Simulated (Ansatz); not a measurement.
# Al2C3: the cost of one run

Computed with Ansatz 0.2.0 (DFT PBE, scalar-relativistic, plane waves, PAW, unless a step's input says otherwise).

**1. Starting point**

The structure is cubic, space group Pm-3m (No. 221). Conventional cell: a = 4.404 Å, b = 4.404 Å, c = 4.404 Å, α = 90.00°, β = 90.00°, γ = 90.00°. Al (site symmetry m-3m) is surrounded by 6 C at 2.20 Å. Al (site symmetry m-3m) is surrounded by 12 C at 3.11 Å. C (site symmetry 4/mmm) is surrounded by 6 Al at 2.20 to 3.11 Å.

As a file:

```xyz
5
Lattice="4.4042 0.0000 0.0000 0.0000 4.4042 0.0000 0.0000 0.0000 4.4042" Properties=species:S:1:pos:R:3 pbc="T T T"
Al    2.2021    2.2021    2.2021
Al    0.0000    0.0000    0.0000
C     0.0000    2.2021    2.2021
C     2.2021    0.0000    2.2021
C     2.2021    2.2021    0.0000
```

The cell is invented: random cell by space group and Wyckoff sites (Pm-3m, No. 221). Lengths come from tabulated atomic sizes and are only a guess.

**2. The guess as it stands, on a coarse mesh**

Contents of input.yaml:

```yaml
crystal:
  lattice:
    - [4.40424009, 0.0, 0.0]
    - [0.0, 4.40424009, 0.0]
    - [0.0, 0.0, 4.40424009]
  atoms:
    - { symbol: Al, position: [0.5, 0.5, 0.5] }
    - { symbol: Al, position: [0.0, 0.0, 0.0] }
    - { symbol: C, position: [0.0, 0.5, 0.5] }
    - { symbol: C, position: [0.5, 0.0, 0.5] }
    - { symbol: C, position: [0.5, 0.5, 0.0] }
basis:
  ecutwfc: 420
kpoints:
  mp_grid: { grid: [4, 4, 4] }
hamiltonian:
  xc: pbe
scf:
  occupations: { method: gaussian, width: 0.1 }
  lower_state_search: "off"
output:
  forces: true
  stress: true
  eigenvalues: true
```

On the command line:

```bash
> ansatz run input.yaml --threads 1 --pin off --max-ram 2560MiB --backend cpu --events-out ev --progress --plain --runs-dir out
```

**Question.** How long does this run take on 1 thread of Intel Xeon at 2.70GHz, shared host, and how much memory does it need?

About 1.5 s, with a peak of 0.31 GiB.
